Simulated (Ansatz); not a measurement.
Predict the output of the script below (Ansatz's Python interface).

Script `energy_h7nosisn.py`:
```python
from dataclasses import dataclass
import sys
import warnings

import ansatz as az
import numpy as np


@dataclass(frozen=True)
class RunConfig:
    basis: str = "def2-SVP"
    xc: str = "pbe"


settings = RunConfig()

GEOMETRY = """
O    -1.51850    1.40040    1.22850
Sn   -0.44060    1.33190   -0.40760
N    -0.36920   -0.62090   -1.05860
Si    0.62970   -1.52420    0.20610
H    -0.99820    1.06660    1.92100
H    -1.13540    2.33850   -1.67320
H     1.20140    1.91200   -0.03260
H     0.29870   -0.61150   -1.90860
H     1.88410   -0.91260    0.45890
H     0.72510   -2.92710   -0.20460
H    -0.21150   -1.51010    1.49130
"""

warnings.simplefilter("ignore", az.DeckWarning)

mol = az.Crystal.molecule()
for line in GEOMETRY.strip().splitlines():
    symbol, *xyz = line.split()
    mol = mol.atom(symbol, [float(v) for v in xyz])

calculation = mol.calculation()
calculation = calculation.basis(gaussian=settings.basis)
calculation = calculation.functional(settings.xc)
calculation = calculation.accuracy("high").forces()
try:
    data = calculation.run().report
except az.AnsatzError as error:
    sys.exit(f"{type(error).__name__}: {error}")

print("reference energy %16.6f eV" % data["reference_energy_ev"])
print("total energy     %16.6f eV" % data["free_energy_ev"])
print("occupied orbitals outside the frozen core (up, down):", data["n_occupied"], " frozen:", data["n_frozen"], " virtual:", data["n_virtual"])

field = data["mean_field"]
print("<S^2> =", round(abs(field["state"]["spin_squared"]), 4), " all-electron relativity setting:", field["relativity"])
print("passes:", field["passes"])
if "symmetry" in field:
    print("occupied orbitals by irrep:", field["symmetry"]["occupied"])

symbols = [site.symbol for site in mol.cartesian_sites]
forces = np.array(data["forces_ev_ang"])
print("largest force", round(float(np.linalg.norm(forces, axis=1).max()), 4), "eV/A, rms", round(float(np.sqrt((forces ** 2).mean())), 4))

charges = data["charge_distribution"]
print("dipole moment", round(4.803205 * float(np.linalg.norm(charges["dipole_moment_e_ang"])), 3), "D")
print("Mulliken:", [(s, round(q, 3)) for s, q in zip(symbols, charges["mulliken_charges_e"])])
```

```console
$ python energy_h7nosisn.py
reference energy    -17345.830151 eV
total energy        -17345.830151 eV
occupied orbitals outside the frozen core (up, down): [29, 29]  frozen: 0  virtual: [78, 78]
<S^2> = 0.0  all-electron relativity setting: none
passes: {'evaluations': 21, 'products': 10}
occupied orbitals by irrep: [{'A': 29}, {'A': 29}]
largest force 3.0606 eV/A, rms 1.0972
dipole moment 2.319 D
Mulliken: [('O', -0.403), ('Sn', 0.618), ('N', -0.499), ('Si', 0.308), ('H', 0.163), ('H', -0.062), ('H', -0.113), ('H', 0.153), ('H', -0.057), ('H', -0.047), ('H', -0.062)]
```

These settings explore the input space; basis and method may be short of convergence. The geometry is a force-field or estimated start, not a minimum of this method, and the basis set is short of its limit. def2 sets replace the cores of elements past krypton by effective core potentials. Wall time of the script: 15 s on 1 thread of Arm Neoverse V2, with other jobs on the host, peak memory 0.41 GiB.

(Lines on the test bed's own set-up are left out of the output.)
